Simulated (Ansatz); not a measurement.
This script makes an equation of state with a fit of TaRh3, space group Pm-3m with Ansatz's Python interface.

`tarh3.py`:
```python
# -*- coding: utf-8 -*-
import ansatz as az
import numpy as np
from scipy.optimize import curve_fit

VECTORS = np.array([
    [3.86, 0.0, 0.0],
    [0.0, 3.86, 0.0],
    [0.0, 0.0, 3.86],
])
SITES = [
    ('Ta', (0.0, 0.0, 0.0)),
    ('Rh', (0.0, 0.5, 0.5)),
    ('Rh', (0.5, 0.0, 0.5)),
    ('Rh', (0.5, 0.5, 0.0)),
]


def build(cell):
    crystal = az.Crystal(lattice=az.Lattice.of(cell))
    for symbol, position in SITES:
        crystal = crystal.atom(symbol, position)
    return crystal

def vinet(v, e0, v0, b0, b1):
    eta = (v / v0) ** (1 / 3)
    return e0 + 2 * b0 * v0 / (b1 - 1) ** 2 * (2 - (5 + 3 * b1 * (eta - 1) - 3 * eta) * np.exp(-1.5 * (b1 - 1) * (eta - 1)))

volumes, energies = [], []
for scale in np.linspace(0.95, 1.07, 5):
    cell = VECTORS * scale ** (1 / 3)
    base = (
        build(cell).calculation()
        .functional(az.Functional.LDA)
        .occupations('cold')
        .basis(500)
        .kpoints(6, 6, 6)
    )
    summary = base.run().report
    volumes.append(abs(np.linalg.det(cell)) / len(SITES))
    energies.append(summary['free_energy_ev'] / len(SITES))
    print(f'V = {volumes[-1]:8.4f} A^3/atom  F = {energies[-1]:.5f} eV/atom')

guess = (min(energies), volumes[int(np.argmin(energies))], 0.5, 4.5)
(e0, v0, b0, b1), _ = curve_fit(vinet, np.array(volumes), np.array(energies), p0=guess, maxfev=20000)
print(f'Vinet fit: V0 = {v0:.4f} A^3/atom, B0 = {160.21766 * b0:.1f} GPa, B1 = {b1:.2f}')
print('largest residual', round(1000 * float(np.abs(vinet(np.array(volumes), e0, v0, b0, b1) - energies).max()), 3), 'meV/atom')
```

Its results, one of them left out:

| V (Å³/atom) | F less the lowest row shown (meV/atom) |
| --- | --- |
| 13.659 | ? |
| 14.091 | 0.00 |
| 14.522 | 20.55 |
| 14.953 | 61.56 |
| 15.385 | 119.64 |

What is the missing energy at 13.659 Å³ an atom?

A third-order Birch-Murnaghan fit, E = E0 + (9 V0 B0 / 16) [(t - 1)³ B' + (t - 1)² (6 - 4t)] with t = (V0/V)^(2/3), through the 4 rows shown gives V0 = 13.936 Å³, B0 = 312.8 GPa, B' = 4.83 and E0 = -1.64 meV. At V = 13.659 Å³, t = 1.01347, and the fit extrapolates to 3.95 meV. The run gave 3.90 meV, a miss of 0.04 meV.

Notes:
- For a metal this k-point mesh is coarse: on a finer one energies can move by several to tens of meV an atom and pressures by half a GPa or more, differences at one mesh by less.
- Spin-orbit coupling, which matters for elements this heavy, is left out.
- The structure is a deposited one; some such entries were measured under pressure or heat, so a shift against it needn't be the functional's error alone.
- Run time: 9.4 s on 1 thread of Arm Neoverse V2 (shared host), peak memory 0.46 GiB.
